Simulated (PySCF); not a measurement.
# [DyF2]+: other functionals and bases at one geometry

The task here is to estimate one member of a computed series from the others.

Method: several levels, as the steps say, no spin–orbit coupling; program: PySCF 2.14.0.

1 further run of the same task is left out (for a known fault of the program).

### The system as given

3 atoms, charge 1, spin multiplicity 1.

Bond lengths: Dy1–F2 1.929 Å, Dy1–F3 1.929 Å. Angles: F2–Dy1–F3 110.1°.

Geometry (Å):

```xyz
3

Dy    0.0000    0.0000   -0.3284
F     1.5817    0.0000    0.7763
F    -1.5817    0.0000    0.7763
```

Formal oxidation states: Dy +3. Each metal's 9 4f electrons lie in its core potential, so multiplicities, spins and levels count the valence alone. An earlier session relaxed this geometry at PBE0, Dy lcecp-1-SVP with ECP55, F def2-SVP (singlet, point group C2v).

At PBE0 on the finer grid: E = -236.305564 Eh, HOMO -16.22 eV, LUMO -8.20 eV, Mulliken charge on Dy1 +1.65 e, largest force component 0.013 eV/Å. 

Levels to run: TPSSh; PBE; PBE0, TZVP. Hardware: 2 threads of Arm Neoverse V2, shared host.

Set-up of the first run:

run.py (the lines that set the calculation)

```python
mol = gto.M(atom='''
Dy     0.00000     0.00000    -0.32838
F      1.58168     0.00000     0.77628
F     -1.58168     0.00000     0.77628''',
    basis={'Dy': 'lcecp-1-SVP', 'F': 'def2-SVP'},
    ecp={'Dy': 'lcecp-1-SVP'},
    charge=1, spin=0)
mf = dft.RKS(mol, xc='TPSSH')
mf.grids.atom_grid = (75, 302)  # f atoms: unpruned, at least (60, 302)
mf = mf.density_fit()  # fitting sets: Dy AutoAux, F def2-universal-JKFIT
mf.conv_tol = 1e-08; mf.max_cycle = 55
mf.kernel(dm0)  # dm0: the density of the relaxed state
```

Command:

```sh
> OMP_NUM_THREADS=2 python run.py
```

Steps of the session up to this table: TPSSh; PBE; PBE0, TZVP.

One table of the session follows, with a row left open; its other results are not shown here.

| level | HOMO (eV) | gap (eV) | charge on Dy1 (e) | dipole (D) | largest force component (eV/Å) |
| --- | --- | --- | --- | --- | --- |
| PBE0 (relaxed here) | -16.22 | 8.01 | 1.65 | 6.27 | 0.01 |
| TPSSh | -15.13 | 6.70 | 1.62 | 6.12 | 0.36 |
| PBE | -14.32 | 5.36 | 1.50 | 5.75 | 0.47 |
| PBE0, TZVP | ? | ? | ? | ? | ? |

Q: Estimate the row for PBE0, TZVP from the others.

The run gave: HOMO (eV): -16.24; gap (eV): 8.12; charge on Dy1 (e): 1.85; dipole (D): 6.32; largest force component (eV/Å): 0.23. In the column «HOMO (eV)» it is the lowest.

The dipole of a charged species depends on the origin, so these sizes hold for this origin alone.

In one basis the HOMO–LUMO gap runs from 5.36 eV (PBE) to 8.01 eV (PBE0). The largest leftover force, 0.47 eV/Å with PBE, stands at a geometry relaxed at another level. With 4f in the core, its levels are missing from HOMO and gap, and its count is fixed, so no charge can pass from the ligands into it. Total energies of different levels can't be compared.
